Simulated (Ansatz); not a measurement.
**HfH2 (singlet): from Hartree-Fock to the top rungs at distance Hf1–H2 = 1.747 Å, def2-SVP**

One table from this session's results is given with a row withheld; the runs are named, their logs left out.

Program: Ansatz 0.2.0, Gaussian basis. Level of theory: def2-SVP, core rule «outside noble gas», up to 4 orbitals frozen. These are calculated values, not measurements.

Plan: UHF; CCSD(T) on RHF; CCSD(T) on UHF; CISD; CCSDT(Q) on RHF; CCSDT(Q) on UHF; CASSCF and MRCISD+Q, 2 electrons in 2 orbitals; CASSCF and NEVPT2, 2 electrons in 2 orbitals; Full CI.

40 further runs of the same task are left out: 22 for a known fault of the program, 15 that didn't finish, 3 set aside as unsound or not needed.

### The system

The geometry derives from a PBE0/def2-TZVP stationary point (not a proven minimum). One bond is set to the value named and the two fragments are kept rigid. No spin-orbit coupling is included. Elements past krypton take def2 core potentials.

3 atoms, charge 0, spin multiplicity 1.

Atoms are counted from 1 here; the program's logs count them from 0.

Bond lengths: Hf1–H2 1.747 Å, Hf1–H3 1.912 Å. Angles: H2–Hf1–H3 180.0°.

The first run:

in.yaml reads:

```yaml
crystal:
  periodic: [false, false, false]
  atoms:
    - {symbol: Hf, position_ang: [0.000000, 0.000000, -0.054933]}
    - {symbol: H, position_ang: [0.000000, 0.000000, -1.801933]}
    - {symbol: H, position_ang: [0.000000, 0.000000, 1.856867]}
basis:
  gaussian: {orbitals: def2-SVP}
magnetization: {spin_polarized: true, initial_magnetization: 0}
hamiltonian: {xc: hf}
output: {orbitals: {seedname: orbitals}}
```

Launch:

```sh
$ ansatz run in.yaml --threads 1 --pin off --events-out ev --progress --plain --max-ram 2393MiB
```

Steps of the session up to this table: UHF; CCSD(T) on RHF; CCSD(T) on UHF; CISD; CCSDT(Q) on RHF; CCSDT(Q) on UHF; CASSCF and MRCISD+Q, 2 electrons in 2 orbitals; CASSCF and NEVPT2, 2 electrons in 2 orbitals; Full CI.

One of the session's tables, all rows but one given; the rest of the session is left out.

| method | from FCI (meV) |
| --- | --- |
| RHF | +2805.6 |
| UHF | +2423.0 |
| RMP2 | +800.5 |
| UMP2 | ? |
| CISD | +268.5 |
| RCCSD | +102.3 |
| UCCSD | +118.9 |
| RCCSD(T) | +31.2 |
| UCCSD(T) | +69.8 |
| RCCSDT | +3.0 |
| UCCSDT | +41.2 |
| RCCSDT(Q) | +0.5 |
| UCCSDT(Q) | +38.9 |
| CASSCF pair | +2476.2 |
| NEVPT2 pair | +729.9 |
| FCI | 0 |

Q: Estimate the row for UMP2 from the others.

The run gave: from FCI (meV): +713.1. In the column «from FCI (meV)» it lies between CISD (+268.5) and NEVPT2 pair (+729.9).

Not comparable, so not listed: CASSCF and MRCISD+Q, 2 electrons in 2 orbitals (they don't share determinant, frozen orbitals or solution with the rows shown, or repeat one).

Limits of these values: The determinant is far from a pure spin state, so its energy mixes those of several spin states (harmless only where they are near-degenerate, as at dissociation). Restricted and unrestricted rows rest on different reference determinants; where their highest levels disagree by more than a few hundredths of an eV, they describe different states and don't form one ladder. Warnings in the runs' records: passed over end.
